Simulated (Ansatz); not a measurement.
# H4NPZn: the cost of one run

Computed with Ansatz 0.2.0, Gaussian basis. Level: the settings change from run to run.

### 1 The relaxed structure

An earlier PBE0-D4 in a triple-zeta def2 set relaxation fixed the geometry.

SMILES `P[NH][ZnH]`, 7 atoms, charge 0, spin multiplicity 1.

Atoms are counted from 1 here; the program's logs count them from 0.

Bond lengths: P1–N2 1.697 Å, P1–H4 1.428 Å, P1–H5 1.428 Å, N2–Zn3 1.827 Å, N2–H6 1.007 Å, Zn3–H7 1.520 Å. Angles: N2–P1–H4 102.1°, N2–P1–H5 102.2°, H4–P1–H5 91.6°, P1–N2–Zn3 128.2°, P1–N2–H6 110.9°, Zn3–N2–H6 120.9°, N2–Zn3–H7 178.5°.

### 2 wB97X/def2-TZVPD

in.yaml

```yaml
crystal:
  periodic: [false, false, false]
  atoms:
    - {symbol: P, position_ang: [-1.389866, 0.674713, -0.150579]}
    - {symbol: N, position_ang: [-0.072085, 0.118973, 0.763674]}
    - {symbol: Zn, position_ang: [1.443200, -0.711077, 0.170859]}
    - {symbol: H, position_ang: [-1.652584, -0.438110, -1.006196]}
    - {symbol: H, position_ang: [-0.744811, 1.387171, -1.206981]}
    - {symbol: H, position_ang: [-0.212582, 0.300088, 1.744243]}
    - {symbol: H, position_ang: [2.690028, -1.399858, -0.360819]}
basis:
  gaussian: {orbitals: def2-TZVPD}
hamiltonian: {xc: {name: wB97X}}
```

Command:

```console
$ ansatz run in.yaml --threads 2 --pin off --events-out ev --progress --plain --max-ram 4352MiB
```

**Question.** How long does this run take on 2 threads of Arm Neoverse V1, shared host, and how much memory does it need?

About 9.5 s, with a peak of 0.41 GiB.
